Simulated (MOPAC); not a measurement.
**SiSCl3 (SMILES [S][Si](Cl)(Cl)Cl): PM7**

Wanted: a structure relaxation of SiSCl3. 

Program for the calculation: MOPAC 23.2.5.

8 further runs of the same task are left out: 2 that didn't finish, 6 set aside as unsound or not needed.

**1. The structure to begin with**

SiSCl3 has 5 atoms, charge 0, and is taken as a doublet. SMILES: `[S][Si](Cl)(Cl)Cl`. All atoms were displaced at random from a relaxed shape. The run starts from this shape.

Bond lengths: S1–Si2 2.085 Å, Si2–Cl3 2.028 Å, Si2–Cl4 2.025 Å, Si2–Cl5 2.045 Å. Angles: S1–Si2–Cl3 104.1°, S1–Si2–Cl4 112.4°, S1–Si2–Cl5 113.3°, Cl3–Si2–Cl4 110.8°, Cl3–Si2–Cl5 109.2°, Cl4–Si2–Cl5 107.0°.

**2. A geometry optimisation at PM7**

run.mop

```
PM7 DISP MULLIK CYCLES=300 GRADIENTS UHF GNORM=0.01 EF DOUBLET AUX(PRECISION=9) THREADS=1
Cl3SSi, PM7

S     -0.964095 +1    -0.153600 +1     1.832253 +1
Si    -0.015674 +1    -0.007645 +1    -0.019088 +1
Cl     1.608263 +1    -1.208637 +1     0.160519 +1
Cl    -1.198858 +1    -0.620374 +1    -1.544468 +1
Cl     0.599448 +1     1.890644 +1    -0.466376 +1
```

On the command line:

```console
$ mopac run.mop
```

Q: Predict the results. Wanted: total energy at the end; dipole moment; HOMO energy; LUMO energy; dispersion energy; heat of formation; ⟨S²⟩.

Computed results:

Level: PM7.

| quantity | value |
| --- | --- |
| total energy at the end | -39.76374 Eh |
| dipole moment | 1.22 D |
| HOMO energy (over α and β) | -10.11 eV |
| LUMO energy (over α and β) | -3.75 eV |
| dispersion energy | -1.61 kJ/mol |
| heat of formation | -88.0 kcal/mol |
| ⟨S²⟩ | 0.756 |

**Reading.** At the final geometry: Bond lengths: S1–Si2 2.079 Å, Si2–Cl3 2.009 Å, Si2–Cl4 2.011 Å, Si2–Cl5 2.011 Å. Angles: S1–Si2–Cl3 107.2°, S1–Si2–Cl4 111.9°, S1–Si2–Cl5 112.2°, Cl3–Si2–Cl4 109.4°, Cl3–Si2–Cl5 109.1°, Cl4–Si2–Cl5 107.0°. The optimisation took 46 steps and changed the energy by -0.026 eV. Mulliken charges run from -0.47 on S1 to +1.44 on Si2.
